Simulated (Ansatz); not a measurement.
# CH4AlFOSe: a ladder of functionals and wavefunction methods

An exercise on one series of results from a longer session: the logs are not shown, and one member is left open.

The runs use Ansatz 0.2.0, Gaussian basis; functionals in def2-TZVPP, the program's frozen cores in correlated methods.

The runs, in order: LDA (SPW92), PBE-D4, revPBE-D4, BLYP-D4, r2SCAN-D4, B97M-V, PBE0-D4, B3LYP-D4, r2SCANh-D4, r2SCAN0-D4, HSE06-D4, BHLYP-D4, CAM-B3LYP-D4, LC-ωPBE, ωB97X-V, ωB97M-V, B2PLYP, PBE-QIDH; CCSD(T)/def2-SVP; CCSD(T)/def2-TZVPP; MP2/def2-QZVPP; extrapolation to the limit; RPA on PBE.

## Structure used throughout

The geometry comes from an earlier relaxation with PBE0-D4 in a triple-zeta def2 set; it is a stationary point, not always the lowest conformer.

SMILES `[OH][Al]([F])[CH2][SeH]`, 9 atoms, charge 0, spin multiplicity 1.

Atoms are counted from 1 here; the program's logs count them from 0.

Bond lengths: O1–Al2 1.691 Å, O1–H6 0.955 Å, Al2–F3 1.652 Å, Al2–C4 1.923 Å, C4–Se5 2.005 Å, C4–H7 1.090 Å, C4–H8 1.086 Å, Se5–H9 1.470 Å. Angles: Al2–O1–H6 123.5°, O1–Al2–F3 120.7°, O1–Al2–C4 119.5°, F3–Al2–C4 119.7°, Al2–C4–Se5 88.4°, Al2–C4–H7 115.7°, Al2–C4–H8 125.0°, Se5–C4–H7 103.9°, Se5–C4–H8 109.0°, H7–C4–H8 110.0°, C4–Se5–H9 94.9°.

Geometry (Å):

```xyz
9
CH4AlFOSe
O    -0.8476    0.5040    1.7233
Al    0.4919    0.1701    0.7467
F     1.9898    0.7395    1.1474
C     0.2855   -0.9751   -0.7840
Se   -0.1835    0.6480   -1.8641
H    -0.8293    1.1251    2.4487
H     1.2105   -1.3316   -1.2366
H    -0.4976   -1.7179   -0.9046
H    -1.5310    0.7917   -1.2940
```

Set-up of the first run:

File in.yaml:

```yaml
crystal:
  periodic: [false, false, false]
  atoms:
    - {symbol: O, position_ang: [-0.847630, 0.503978, 1.723339]}
    - {symbol: Al, position_ang: [0.491879, 0.170094, 0.746741]}
    - {symbol: F, position_ang: [1.989773, 0.739546, 1.147436]}
    - {symbol: C, position_ang: [0.285528, -0.975123, -0.783977]}
    - {symbol: Se, position_ang: [-0.183527, 0.647959, -1.864051]}
    - {symbol: H, position_ang: [-0.829338, 1.125087, 2.448711]}
    - {symbol: H, position_ang: [1.210536, -1.331595, -1.236589]}
    - {symbol: H, position_ang: [-0.497587, -1.717942, -0.904634]}
    - {symbol: H, position_ang: [-1.531036, 0.791695, -1.293979]}
basis:
  gaussian: {orbitals: def2-TZVPP}
hamiltonian: {xc: lda}
output: {orbitals: {seedname: orbitals}}
```

Among the steps run: LDA; PBE-D4 (GGA); revPBE-D4 (GGA); BLYP-D4 (GGA); r2SCAN-D4 (meta-GGA); B97M-V (meta-GGA); PBE0-D4 (hybrid); B3LYP-D4 (hybrid); r2SCANh-D4 (hybrid); r2SCAN0-D4 (hybrid); HSE06-D4 (hybrid); BHLYP-D4 (hybrid); CAM-B3LYP-D4 (range-separated); LC-ωPBE (range-separated); ωB97X-V (range-separated); ωB97M-V (range-separated); B2PLYP (double hybrid); PBE-QIDH (double hybrid).

One of the session's tables, all rows but one given; the rest of the session is left out.

It belongs to the step «Frontier levels by functional». 

| functional | HOMO (eV) | gap (eV) |
| --- | --- | --- |
| LDA (SPW92) | ? | ? |
| PBE-D4 | -5.83 | 4.22 |
| revPBE-D4 | -5.78 | 4.27 |
| BLYP-D4 | -5.67 | 4.15 |
| r2SCAN-D4 | -6.07 | 4.77 |
| B97M-V | -6.14 | 4.75 |
| PBE0-D4 | -6.99 | 6.25 |
| B3LYP-D4 | -6.76 | 5.76 |
| r2SCANh-D4 | -6.50 | 5.50 |
| r2SCAN0-D4 | -7.14 | 6.59 |
| HSE06-D4 | -6.59 | 5.48 |
| BHLYP-D4 | -8.00 | 8.07 |
| CAM-B3LYP-D4 | -8.26 | 8.47 |
| LC-ωPBE | -9.59 | 11.04 |
| ωB97X-V | -9.25 | 10.51 |
| ωB97M-V | -9.12 | 10.10 |

Q: Estimate the row for LDA (SPW92) from the others.

The run gave: HOMO (eV): -5.98; gap (eV): 4.17. In the column «HOMO (eV)» it lies between r2SCAN-D4 (-6.07) and PBE-D4 (-5.83).
